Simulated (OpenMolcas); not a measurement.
# Tc⁵⁺ among point charges: CASSCF and CASPT2 levels and susceptibility

Aim: the splitting of the states of Tc⁵⁺ in the field of 5 point charges, its lowest levels with spin-orbit coupling and its magnetic susceptibility.

The numbers are computed with OpenMolcas 26.06 (state-averaged CASSCF and CASPT2, spin-orbit coupling by RASSI with atomic mean-field integrals), except any that are marked as measured or tabulated.

### Step 1. Starting point

| Property | Result |
| --- | --- |
| Species | Tc⁵⁺ (technetium, Z = 43, 38 electrons) |
| Basis | ANO-RCC-VDZP [6s5p3d1f], 43 functions |
| Scalar Hamiltonian | DKH2, point nucleus |
| Inactive shells | 1s 2s 2p 3s 3p 3d 4s 4p |
| Active space | 2 electrons in 5 orbitals (4d) |
| Some configurations of this space | 4d² |
| Orbitals | optimised for each spin and parity, averaged over all roots |

Outer shells as boxes (Hund's rule):

4d2
```
4d [↑ ][↑ ][  ][  ][  ]
```

The ion sits among 5 point charges of -2 e arranged as a trigonal bipyramid (D3h), 2.13 Å from the ion, with the axial distance 2.087 Å.

Each step is its own input file, run in one work folder so that later steps find the files of earlier ones. Labels, J, g values, rates, χT and fits are worked out afterwards by a script from the matrices that RASSI stores.

### Step 2. Basis and integrals

Input file a.inp:

```
&GATEWAY
Coord
1

Tc 0.0 0.0 0.0
Basis=ANO-RCC-VDZP
Group=NoSym
NoMove
AngMom=0.0 0.0 0.0
AMFI
XField
5 Angstrom 0
2.130000 0.000000 0.000000 -2.000000
-1.065000 1.844634 0.000000 -2.000000
-1.065000 -1.844634 0.000000 -2.000000
0.000000 0.000000 2.087400 -2.000000
0.000000 0.000000 -2.087400 -2.000000
&SEWARD
```

Started as:

```bash
$ OMP_NUM_THREADS=1 MOLCAS_MEM=1689 MOLCAS_PROJECT=a pymolcas a.inp > a.log
```

The log of the run:

```text
Basis set label: TC.ANO-RCC...6S5P3D1F.

      Electronic valence basis set:
      ------------------
      Associated Effective Charge  43.000000 au
      Associated Actual Charge     43.000000 au
      Nuclear Model: Point charge

      Shell  nPrim  nBasis  Cartesian Spherical Contaminant
         s      21       6        X
         p      18       5        X
         d      13       3                 X
         f       6       1                 X
                  Relativistic Douglas-Kroll-Hess integrals:
                    - DKH order of Hamiltonian: 2
                    - DKH order of Properties : 0
                  Atomic mean-field integrals
```

### Step 3. CASSCF: triplets, 10 roots

Input file a.inp:

```
&RASSCF
FileOrb=start.orb
Symmetry=1
Spin=3
nActEl=2 0 0
Inactive=18
Ras2=5
CIRoot=10 10 1
SDav=10
CIMx=300
Iter=120 100
PrWF=0.3
OrbListing=Nothing
MaxOrb=0
>>> COPY $Project.JobIph JOB001
```

start.orb holds the contracted functions of the basis, ordered by shell, or the orbitals of the step before.

The log of the run, shortened:

```text
[...]
      Number of active orbitals                  5
[...]
      Spin quantum number                      1.0
[...]
      Active orbitals                            5
[...]
      Number of CSFs                            10
      Number of root(s) required                10
[...]
      Convergence after  7 iterations
[...]
      Natural orbitals and occupation numbers for root  1
      sym 1:   0.500000   0.500000  -0.000000   0.500000   0.500000
      Natural orbitals and occupation numbers for root  2
      sym 1:   0.500000   0.500000  -0.000000   0.500000   0.500000
      Natural orbitals and occupation numbers for root  3
      sym 1:   0.259014   0.740986  -0.000000   0.740986   0.259014
::    RASSCF root number  1 Total energy:  -4289.61837112
::    RASSCF root number  2 Total energy:  -4289.61836436
::    RASSCF root number  3 Total energy:  -4289.61562710
[...]
::    RASSCF root number  7 Total energy:  -4289.58883906
::    RASSCF root number  8 Total energy:  -4289.55724784
::    RASSCF root number  9 Total energy:  -4289.52941018
::    RASSCF root number 10 Total energy:  -4289.52941018
```

### Step 4. CASSCF: singlets, 15 roots

Input file a.inp:

```
&RASSCF
FileOrb=start.orb
Symmetry=1
Spin=1
nActEl=2 0 0
Inactive=18
Ras2=5
CIRoot=15 15 1
SDav=15
CIMx=300
Iter=120 100
PrWF=0.3
OrbListing=Nothing
MaxOrb=0
>>> COPY $Project.JobIph JOB002
```

Started as:

```bash
$ OMP_NUM_THREADS=1 MOLCAS_MEM=1689 MOLCAS_PROJECT=a pymolcas a.inp > a.log
```

The log of the run, shortened:

```text
[...]
      Number of active orbitals                  5
[...]
      Spin quantum number                      0.0
[...]
      Active orbitals                            5
[...]
      Number of CSFs                            15
      Number of root(s) required                15
[...]
      Convergence after  6 iterations
[...]
      Natural orbitals and occupation numbers for root  1
      sym 1:   0.483675   0.516325   0.000000   0.516325   0.483675
      Natural orbitals and occupation numbers for root  2
      sym 1:   0.483675   0.483675  -0.000000   0.516325   0.516325
      Natural orbitals and occupation numbers for root  3
      sym 1:   0.653527   0.300368   0.092209   0.653528   0.300368
::    RASSCF root number  1 Total energy:  -4289.55992371
::    RASSCF root number  2 Total energy:  -4289.55992371
::    RASSCF root number  3 Total energy:  -4289.55664873
[...]
::    RASSCF root number 12 Total energy:  -4289.49967902
::    RASSCF root number 13 Total energy:  -4289.49967902
::    RASSCF root number 14 Total energy:  -4289.49248079
::    RASSCF root number 15 Total energy:  -4289.38322743
```

### Step 5. State interaction with spin-orbit coupling

Input file a.inp:

```
&RASSI
NrOfJobIphs=2 10 15
1 2 3 4 5 6 7 8 9 10
1 2 3 4 5 6 7 8 9 10 11 12 13 14 15
IphNames
JOB001
JOB002
EJob
SpinOrbit
DIPRint=1.0
SOCoupling=1000.0
Subsets=2
Property=9
'ANGMOM' 1 'ANGMOM' 2 'ANGMOM' 3 'MLTPL  1' 1 'MLTPL  1' 2 'MLTPL  1' 3
'AMFI' 1 'AMFI' 2 'AMFI' 3
SOProperty=3
'ANGMOM' 1 'ANGMOM' 2 'ANGMOM' 3
```

Started as:

```bash
$ OMP_NUM_THREADS=1 MOLCAS_MEM=1689 MOLCAS_PROJECT=a pymolcas a.inp > a.log
```

The log of the run:

```text
SPIN-FREE ENERGIES:
  (Shifted by EMIN (a.u.) =      -4289.6183711156)

 SF State       Relative EMIN(au)   Rel lowest level(eV)    D:o, cm**(-1)      L_eff

     1             0.0000000000        0.0000000000              0.0000         3.0
     2             0.0000067599        0.0001839474              1.4836         3.0
     3             0.0027440205        0.0746686015            602.2429         3.0
     4             0.0099464011        0.2706553610           2182.9827         2.9
     5             0.0099464016        0.2706553756           2182.9828         2.9
     6             0.0295320493        0.8036080003           6481.5356         3.0
     7             0.0295320513        0.8036080537           6481.5361         3.0
    11             0.0584474076        1.5904349834          12827.7232         2.1
    12             0.0584474076        1.5904349834          12827.7232         2.1
     8             0.0611232714        1.6632489478          13415.0075         1.0
    13             0.0617223881        1.6795517426          13546.4984         2.3
    14             0.0708075979        1.9267728956          15540.4714         2.4
    15             0.0708075979        1.9267728956          15540.4714         2.4
    16             0.0807861130        2.1983021244          17730.5024         4.0
    17             0.0807861130        2.1983021244          17730.5024         4.0
    18             0.0858061068        2.3349031141          18832.2637         4.0
    19             0.0859096898        2.3377217507          18854.9975         4.0
     9             0.0889609319        2.4207502781          19524.6677         1.2
    10             0.0889609329        2.4207503062          19524.6680         1.2
    20             0.1068087459        2.9064140395          23441.8101         3.8
    21             0.1068087475        2.9064140825          23441.8105         3.8
    22             0.1186920994        3.2297765604          26049.9048         3.9
    23             0.1186921001        3.2297765811          26049.9049         3.9
    24             0.1258903234        3.4256502156          27629.7323         3.7
    25             0.2351436812        6.3985855332          51608.0728         0.5
     Dipole printing threshold changed to   1.00000000E+00

++ Dipole transition strengths (spin-free states):
   -----------------------------------------------
     for osc. strength at least  1.00000000E+00

  ( Max oscillator strength is only    4.2863437256459975E-005 )
--
Eigenvalues of complex Hamiltonian:
   -----------------------------------
  (Shifted by EMIN (a.u.) =      -4289.6183711156)

 SO State       Relative EMIN(au)   Rel lowest level(eV)    D:o, cm**(-1)     J-value

     1            -0.0090718564        0.0000000000              0.0000         1.3
     2            -0.0090718563        0.0000000040              0.0000         1.3
     3            -0.0050976489        0.1081436954            872.2377         2.1
     4            -0.0018994611        0.1951708176           1574.1588         2.3
     5            -0.0018994609        0.1951708245           1574.1589         2.3
     6            -0.0006422573        0.2293810756           1850.0831         1.6
     7            -0.0006356627        0.2295605247           1851.5305         1.6
     8             0.0073456941        0.4467443083           3603.2358         2.9
     9             0.0074624046        0.4499201629           3628.8508         1.6
    10             0.0074624046        0.4499201629           3628.8508         1.6
    11             0.0107766828        0.5401062675           4356.2508         2.6
    12             0.0107766829        0.5401062704           4356.2509         2.6
    13             0.0109569606        0.5450118763           4395.8172         3.3
    14             0.0109569608        0.5450118797           4395.8173         3.3
    15             0.0139617499        0.6267763567           5055.2922         3.9
    16             0.0261719378        0.9590324966           7735.1187         3.1
    17             0.0261719379        0.9590324999           7735.1188         3.1
    18             0.0313608464        1.1002298936           8873.9525         3.1
    19             0.0313608483        1.1002299448           8873.9530         3.1
    20             0.0348782169        1.1959424206           9645.9261         2.7
    21             0.0348790463        1.1959649885           9646.1082         2.7
    22             0.0551127650        1.7465525246          14086.8961         1.7
    23             0.0551127651        1.7465525272          14086.8961         1.7
    24             0.0558562623        1.7667841157          14250.0749         1.9
    25             0.0649894449        2.0153106749          16254.5768         1.5
    26             0.0649894448        2.0153106725          16254.5768         1.5
    27             0.0657288222        2.0354301559          16416.8514         1.8
    28             0.0690091499        2.1246924206          17136.8001         1.5
    29             0.0690091499        2.1246924218          17136.8001         1.5
    30             0.0811570850        2.4552545756          19802.9637         1.6
    31             0.0811570850        2.4552545757          19802.9637         1.6
    32             0.0863157910        2.5956301157          20935.1687         2.9
    33             0.0863482114        2.5965123217          20942.2842         1.2
    34             0.0864183793        2.5984216860          20957.6843         2.9
    35             0.0873319509        2.6232812373          21158.1901         1.6
    36             0.0897961220        2.6903347465          21699.0131         1.6
    37             0.0897961229        2.6903347733          21699.0133         1.6
    38             0.0938101879        2.7995630443          22579.9987         1.4
    39             0.0938101879        2.7995630445          22579.9987         1.4
    40             0.1075575276        3.1736472145          25597.1911         3.2
    41             0.1075575292        3.1736472579          25597.1914         3.2
Weights of the five most important spin-orbit-free states for each spin-orbit state.

 SO State  Total energy (au)           Spin-free states, spin, and weights
 -------------------------------------------------------------------------------------------------------
    1        -0.009072       1 1.0  0.4868    2 1.0  0.4864    6 1.0  0.0171   15 0.0  0.0078    4 1.0  0.0007
    2        -0.009072       1 1.0  0.4868    2 1.0  0.4864    7 1.0  0.0171   14 0.0  0.0078    4 1.0  0.0007
    3        -0.005098       3 1.0  0.6204    4 1.0  0.1828    5 1.0  0.1828   13 0.0  0.0132   24 0.0  0.0002
    4        -0.001899       3 1.0  0.6603    4 1.0  0.3084    6 1.0  0.0104    7 1.0  0.0104   12 0.0  0.0101
    5        -0.001899       3 1.0  0.6603    5 1.0  0.3084    6 1.0  0.0104    7 1.0  0.0104   11 0.0  0.0101
    6        -0.000642       1 1.0  0.9837    7 1.0  0.0079    6 1.0  0.0079   19 0.0  0.0005    3 1.0  0.0000
    7        -0.000636       2 1.0  0.9837    7 1.0  0.0079    6 1.0  0.0079   18 0.0  0.0005    3 1.0  0.0000
    8         0.007346       4 1.0  0.5000    5 1.0  0.5000   10 1.0  0.0000    9 1.0  0.0000    2 1.0  0.0000
    9         0.007462       2 1.0  0.4977    1 1.0  0.4973   17 0.0  0.0025   16 0.0  0.0025   15 0.0  0.0000
   10         0.007462       2 1.0  0.4977    1 1.0  0.4973   16 0.0  0.0025   17 0.0  0.0025   15 0.0  0.0000
   11         0.010777       4 1.0  0.4590    5 1.0  0.4590    7 1.0  0.0751    2 1.0  0.0028    1 1.0  0.0028
   12         0.010777       5 1.0  0.4590    4 1.0  0.4590    6 1.0  0.0751    2 1.0  0.0028    1 1.0  0.0028
```

These steps took 4.1 s in all on 1 thread of Arm Neoverse V2, shared host.

Spin-free states, with their symmetry labels:

| state | degeneracy | E (cm-1) | free-ion L (%) |
| --- | --- | --- | --- |
| 3A1 | 1 | 0 | F (100) |
| 3A2 | 1 | 1 | F (100) |
| 3A2 | 1 | 602 | F (100) |
| 3E | 2 | 2183 | F (95) |
| 3E | 2 | 6482 | F (100) |
| 1E | 2 | 12828 | D (96) |
| 3A2 | 1 | 13415 | P (100) |
| 1A1 | 1 | 13546 | D (87) |
| 1E | 2 | 15540 | D (86) |
| 1E | 2 | 17731 | G (100) |
| 1A1 | 1 | 18832 | G (100) |
| 1A2 | 1 | 18855 | G (100) |
| 3E | 2 | 19525 | P (95) |
| 1E | 2 | 23442 | G (86) |
| 1E | 2 | 26050 | G (96) |
| 1A1 | 1 | 27630 | G (84) |
| 1A1 | 1 | 51608 | S (94) |

With spin-orbit coupling:

| E (cm-1) | Degeneracy | Label | 2S+1 | g |
| --- | --- | --- | --- | --- |
| 0.0 | 2 | E | 3 | 0.00 0.00 2.04 |
| 872.2 | 1 | A1 | 3 |  |
| 1574 | 2 | E | 3 | 0.00 0.00 3.28 |
| 1850 | 1 | A2 | 3 |  |
| 1852 | 1 | A1 | 3 |  |
| 3603 | 1 | A2 | 3 |  |
| 3629 | 2 | E | 3 | 0.00 0.00 9.99 |
| 4356 | 2 | E | 3 | 0.00 0.00 5.82 |
| 4396 | 2 | E | 3 | 0.00 0.00 2.41 |
| 5055 | 1 | A1 | 3 |  |
| 7735 | 2 | E | 3 | 0.00 0.00 0.33 |
| 8874 | 2 | E | 3 | 0.00 0.00 4.12 |
| 9646 | 1 | A1 | 3 |  |
| 9646 | 1 | A2 | 3 |  |
| 14087 | 2 | E | 1 | 0.00 0.00 2.83 |
| 14250 | 1 | A1 | 3 |  |
| 16255 | 2 | E | 3 | 0.00 0.00 3.11 |
| 16417 | 1 | A1 | 1 |  |
| 17137 | 2 | E | 1 | 0.00 0.00 4.18 |
| 19803 | 2 | E | 1 | 0.00 0.00 7.99 |
| 20935 | 1 | A1 | 1 |  |
| 20942 | 1 | A2 | 3 |  |
| 20958 | 1 | A2 | 1 |  |
| 21158 | 1 | A1 | 3 |  |

Labels of spin-orbit levels are those of the rotation subgroup (D3 for D3h). Principal g values are given for doublets only; a zero marks a field direction without first-order Zeeman splitting.

Powder χT (cm³ K/mol): 0.13 at 2 K, 0.13 at 5 K, 0.13 at 10 K, 0.14 at 20 K, 0.15 at 50 K, 0.17 at 100 K, 0.18 at 150 K, 0.20 at 200 K, 0.22 at 250 K, 0.24 at 300 K.

Orbitals of the lowest block (energies include the constant potential of the surroundings):

| shell | space | energy (hartree) | mean occupation | ⟨r²⟩ (bohr²) |
| --- | --- | --- | --- | --- |
| 1s | inactive | -777.3174 | 2.000 | 0.00155 |
| 2s | inactive | -113.7701 | 2.000 | 0.0262 |
| 2p | inactive | -101.6375 | 6.000 | 0.0207 |
| 3s | inactive | -21.0072 | 2.000 | 0.195 |
| 3p | inactive | -16.9061 | 6.000 | 0.199 |
| 3d | inactive | -10.2461 | 10.000 | 0.189 |
| 4s | inactive | -3.1035 | 2.000 | 1.25 |
| 4p | inactive | -1.8187 | 6.000 | 1.45 |
| 4d | RAS2 |  | 2.000 | 2.32 |

### Step 6. CASPT2: IPEA 0.25, imaginary shift 0.1 (closed shells correlated: 4s 4p)

Input file a.inp:

```
>>> COPY JOB001 $Project.JobIph
&CASPT2
Multistate=10 1 2 3 4 5 6 7 8 9 10
NoMult
Frozen=14
IPEA=0.25
Imaginary=0.1
MaxIter=60
WThr=0.0 0.3 0.05
PrWF=0.5
NoMix
>>> COPY JOB002 $Project.JobIph
&CASPT2
Multistate=15 1 2 3 4 5 6 7 8 9 10 11 12 13 14 15
NoMult
Frozen=14
IPEA=0.25
Imaginary=0.1
MaxIter=60
WThr=0.0 0.3 0.05
PrWF=0.5
NoMix
```

Started as:

```bash
$ OMP_NUM_THREADS=1 MOLCAS_MEM=1689 MOLCAS_PROJECT=a pymolcas a.inp > a.log
```

The log of the run, shortened:

```text
[...]
      Active orbitals                            5
[...]
      E2 (Variational):          -0.1700915686
      Total energy:           -4289.7884626842
[...]
::    CASPT2 Root  1     Total energy:  -4289.78846268
::    CASPT2 Root  2     Total energy:  -4289.78845032
[...]
::    CASPT2 Root 12     Total energy:  -4289.67528473
::    CASPT2 Root 13     Total energy:  -4289.67528472
::    CASPT2 Root 14     Total energy:  -4289.66989531
::    CASPT2 Root 15     Total energy:  -4289.57822971
```

This run: 1.9 s of run time, 1 thread of Arm Neoverse V2, shared host.

SS-CASPT2: lowest energy less the reference's lowest, -0.1701 hartree; reference weights 0.958 to 0.967.

States without spin-orbit coupling:

| state | degeneracy | E (cm-1) | free-ion L (%) |
| --- | --- | --- | --- |
| 3A1 | 1 | 0 | F (100) |
| 3A2 | 1 | 3 | F (100) |
| 3A2 | 1 | 751 | F (100) |
| 3E | 2 | 2011 | F (95) |
| 3E | 2 | 6988 | F (100) |
| 1E | 2 | 10691 | D (96) |
| 3A2 | 1 | 11496 | P (100) |
| 1A1 | 1 | 11518 | D (87) |
| 1E | 2 | 13684 | D (86) |
| 1E | 2 | 16522 | G (100) |
| 1A1 | 1 | 17171 | G (100) |
| 1A2 | 1 | 17192 | G (100) |
| 3E | 2 | 17698 | P (95) |
| 1E | 2 | 21869 | G (86) |
| 1E | 2 | 24840 | G (96) |
| 1A1 | 1 | 26023 | G (84) |
| 1A1 | 1 | 46141 | S (94) |

With spin-orbit coupling:

```json
{"E (cm-1)": "0", "Degeneracy": "2", "Label": "E", "2S+1": "3", "g": "0.00 0.00 2.04"}
{"E (cm-1)": "870", "Degeneracy": "1", "Label": "A1", "2S+1": "3", "g": ""}
{"E (cm-1)": "1600", "Degeneracy": "2", "Label": "E", "2S+1": "3", "g": "0.00 0.00 3.17"}
{"E (cm-1)": "1860", "Degeneracy": "1", "Label": "A2", "2S+1": "3", "g": ""}
{"E (cm-1)": "1870", "Degeneracy": "1", "Label": "A1", "2S+1": "3", "g": ""}
{"E (cm-1)": "3440", "Degeneracy": "1", "Label": "A2", "2S+1": "3", "g": ""}
{"E (cm-1)": "3630", "Degeneracy": "2", "Label": "E", "2S+1": "3", "g": "0.00 0.00 9.98"}
{"E (cm-1)": "4240", "Degeneracy": "2", "Label": "E", "2S+1": "3", "g": "0.00 0.00 5.86"}
{"E (cm-1)": "4390", "Degeneracy": "2", "Label": "E", "2S+1": "3", "g": "0.00 0.00 2.59"}
{"E (cm-1)": "5010", "Degeneracy": "1", "Label": "A1", "2S+1": "3", "g": ""}
{"E (cm-1)": "8130", "Degeneracy": "2", "Label": "E", "2S+1": "3", "g": "0.00 0.00 0.30"}
{"E (cm-1)": "9320", "Degeneracy": "2", "Label": "E", "2S+1": "3", "g": "0.00 0.00 4.09"}
{"E (cm-1)": "10130", "Degeneracy": "1", "Label": "A1", "2S+1": "3", "g": ""}
{"E (cm-1)": "10130", "Degeneracy": "1", "Label": "A2", "2S+1": "3", "g": ""}
{"E (cm-1)": "12120", "Degeneracy": "2", "Label": "E", "2S+1": "1", "g": "0.00 0.00 2.73"}
{"E (cm-1)": "12310", "Degeneracy": "1", "Label": "A1", "2S+1": "3", "g": ""}
{"E (cm-1)": "14290", "Degeneracy": "2", "Label": "E", "2S+1": "3", "g": "0.00 0.00 3.16"}
{"E (cm-1)": "14470", "Degeneracy": "1", "Label": "A1", "2S+1": "1", "g": ""}
{"E (cm-1)": "15320", "Degeneracy": "2", "Label": "E", "2S+1": "1", "g": "0.00 0.00 4.18"}
{"E (cm-1)": "18610", "Degeneracy": "2", "Label": "E", "2S+1": "1", "g": "0.00 0.00 8.00"}
{"E (cm-1)": "19120", "Degeneracy": "1", "Label": "A2", "2S+1": "3", "g": ""}
{"E (cm-1)": "19310", "Degeneracy": "1", "Label": "A1", "2S+1": "1", "g": ""}
{"E (cm-1)": "19310", "Degeneracy": "1", "Label": "A1", "2S+1": "3", "g": ""}
{"E (cm-1)": "19330", "Degeneracy": "1", "Label": "A2", "2S+1": "1", "g": ""}
```

Powder χT (cm³ K/mol): 0.13 at 2 K, 0.13 at 5 K, 0.13 at 10 K, 0.14 at 20 K, 0.15 at 50 K, 0.17 at 100 K, 0.18 at 150 K, 0.20 at 200 K, 0.22 at 250 K, 0.24 at 300 K.

### Step 7. The methods side by side

A. CASSCF
B. SS-CASPT2, IPEA 0.25, imaginary shift 0.1 (closed shells correlated: 4s 4p)

| method | ground state | first state of that spin (cm-1) | first gap with spin-orbit (cm-1) | χT at 300 K |
| --- | --- | --- | --- | --- |
| A | 3A1 | 3A2 1.484 | 872.2 | 0.24 |
| B | 3A1 | 3A2 2.713 | 871.8 | 0.24 |

### Step 8. Summary of results

```
                                            quantity                                                                        value
                                              method  SS-CASPT2, IPEA 0.25, imaginary shift 0.1 (closed shells correlated: 4s 4p)
                              spin-free ground state                                              3A1, 1-fold in its orbital part
first state of the same spin within the active space                                                             3A2 at 2.71 cm⁻¹
                                        lowest level                                               2-fold E, g = 0.00, 0.00, 2.04
                                          next level                                                                   871.8 cm⁻¹
                                         χT at 300 K                                                               0.24 cm³ K/mol
                           effective moment at 300 K                                                                      1.38 μB
```

Cost by method:

| method | time of its own steps | time with the reference |
| --- | --- | --- |
| A. CASSCF | 4.1 s | 4.1 s |
| B. SS-CASPT2, IPEA 0.25, imaginary shift 0.1, +4s 4p | 1.9 s | 6 s |

Times are of one thread on a shared host.

The spin-free ground state (3A1) comes to 100 % from free-ion F terms and keeps the highest spin of the shell. χT at 300 K is 0.24, against 1.00 cm³ K/mol for the spin alone, so spin-orbit coupling lowers it. CASPT2 does not keep the components of a term degenerate, and the means are used. The field of point charges can differ much from that of real complexes. Point charges carry no covalency, so the field is a model and not that of real ligands.
